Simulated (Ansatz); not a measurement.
# Li3Os: the cost of one run

Computed with Ansatz 0.2.0 (DFT r2SCAN, scalar-relativistic, plane waves, PAW, unless a step's input says otherwise).

## (1) The structure to begin with

It takes space group Pm-3m (No. 221, cubic). Conventional cell: a = 3.648 Å, b = 3.648 Å, c = 3.648 Å, α = 90.00°, β = 90.00°, γ = 90.00°. Around Li (site symmetry 4/mmm) lie 8 Li at 2.58 Å and 4 Os at 2.58 Å. Around Os (site symmetry m-3m) lie 12 Li at 2.58 Å.

Coordinates:

```
CELL_PARAMETERS angstrom
3.64788 0.00000 0.00000
0.00000 3.64788 0.00000
0.00000 0.00000 3.64788
ATOMIC_POSITIONS crystal
Li 0.00000 0.50000 0.50000
Li 0.50000 0.00000 0.50000
Li 0.50000 0.50000 0.00000
Os 0.00000 0.00000 0.00000
```

This is candidate A: Cu3Au (L1_2) type (Pm-3m, No. 221).

(A quick probe on a coarse mesh, which set the mesh and smearing, is not shown.)

## (3) The relaxation (candidate A)

The input, input.yaml:

```yaml
crystal:
  lattice:
    - [3.6478766918, 0.0, 0.0]
    - [0.0, 3.6478766918, 0.0]
    - [0.0, 0.0, 3.6478766918]
  atoms:
    - { symbol: Li, position: [0.0, 0.5, 0.5] }
    - { symbol: Li, position: [0.5, 0.0, 0.5] }
    - { symbol: Li, position: [0.5, 0.5, 0.0] }
    - { symbol: Os, position: [0.0, 0.0, 0.0] }
basis:
  ecutwfc: 500
kpoints:
  mp_grid: { grid: [12, 12, 12] }
hamiltonian:
  xc: r2scan
scf:
  occupations: { method: gaussian, width: 0.1 }
output:
  forces: true
  stress: true
  eigenvalues: true
relax:
  adjacent_minimum: "off"
  f_tol: 0.01
  max_steps: 80
  cell: { stress_tol: 0.05 }
```

Launch:

```
$ ansatz run input.yaml --threads 1 --pin off --max-ram 2560MiB --backend cpu --events-out ev --progress --plain --runs-dir out
```

Q: Estimate wall time and peak memory on 1 thread of Intel Xeon Platinum 8488C (Sapphire Rapids), shared host.

About 32 s, with a peak of 0.53 GiB.
